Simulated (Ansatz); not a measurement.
# CH9BN2: the cost of one run

Program: Ansatz 0.2.0. Level of theory: RKS B3LYP-D4/6-31G*. These are calculated values, not measurements.

1 further run of the same task is left out (it didn't finish).

### Step 1. The starting structure

Bond lengths: N2–H3 1.060 Å, N2–H4 1.060 Å, B1–H5 1.190 Å, B1–H6 1.190 Å, B1–N7 1.850 Å, N7–H8 1.060 Å, N7–C9 1.470 Å, C9–H10 1.110 Å, C9–H11 1.110 Å, C9–H12 1.110 Å, N2–H13 1.174 Å, N7–H13 1.198 Å. Angles (14 of 19 angles, heavy atoms first): B1–N7–C9 120.0°, H5–B1–N7 105.4°, H6–B1–N7 92.8°, B1–N7–H8 120.0°, B1–N7–H13 77.3°, H8–N7–C9 120.0°, C9–N7–H13 79.1°, N7–C9–H10 109.5°, N7–C9–H11 109.5°, N7–C9–H12 109.5°, N2–H13–N7 135.4°, H3–N2–H4 120.0°, H3–N2–H13 105.3°, H4–N2–H13 89.1°.

As a file:

```xyz
13

B     0.0000    0.0000    0.0000
N     0.0000    0.0000    1.9000
H    -0.8770   -0.2713    2.4300
H     0.8770    0.2713    2.4300
H     1.0305    0.0000   -0.5950
H    -1.0305    0.0000   -0.5950
N    -0.2314    1.7403    0.5833
H    -1.1621    2.2275    0.4417
C     0.8754    2.4476    1.2434
H     1.7017    1.7348    1.4467
H     1.2427    3.2600    0.5822
H     0.5189    2.8827    2.2003
H    -0.1499    1.1277    1.6091
```

### Step 2. Pulling towards end A

Springs on the bonds that form and break draw the guess towards this end; the thresholds are loose.

input.yaml reads:

```yaml
crystal:
  periodic: [false, false, false]
  atoms:
    - { symbol: B, position_ang: [0.0, 0.0, 0.0] }
    - { symbol: "N", position_ang: [0.0, 0.0, 1.9] }
    - { symbol: H, position_ang: [-0.877, -0.2713, 2.43] }
    - { symbol: H, position_ang: [0.877, 0.2713, 2.43] }
    - { symbol: H, position_ang: [1.0305, 0.0, -0.595] }
    - { symbol: H, position_ang: [-1.0305, 0.0, -0.595] }
    - { symbol: "N", position_ang: [-0.2314, 1.7403, 0.5833] }
    - { symbol: H, position_ang: [-1.1621, 2.2275, 0.4417] }
    - { symbol: C, position_ang: [0.8754, 2.4476, 1.2434] }
    - { symbol: H, position_ang: [1.7017, 1.7348, 1.4467] }
    - { symbol: H, position_ang: [1.2427, 3.26, 0.5822] }
    - { symbol: H, position_ang: [0.5189, 2.8827, 2.2003] }
    - { symbol: H, position_ang: [-0.1499, 1.1277, 1.6091] }
basis:
  gaussian: { orbitals: "6-31G*" }
hamiltonian:
  xc: b3lyp
  dispersion: d4
relax:
  f_tol: 0.15
  max_steps: 25
  restrain:
    - { distance: [0, 6], at: 2.75, k: 30.0 }
    - { distance: [12, 1], at: 2.26, k: 30.0 }
    - { distance: [0, 1], at: 1.55, k: 30.0 }
    - { distance: [12, 6], at: 1.06, k: 30.0 }
output:
  orbitals: {}
```

Started as:

```bash
$ ansatz run input.yaml --threads 1 --pin off --max-ram 2048MiB --backend cpu --events-out ev --progress --plain --runs-dir out
```

What time and memory should one allow on 1 thread of Arm Neoverse V2, shared host?

About 38 s, with a peak of 0.15 GiB.
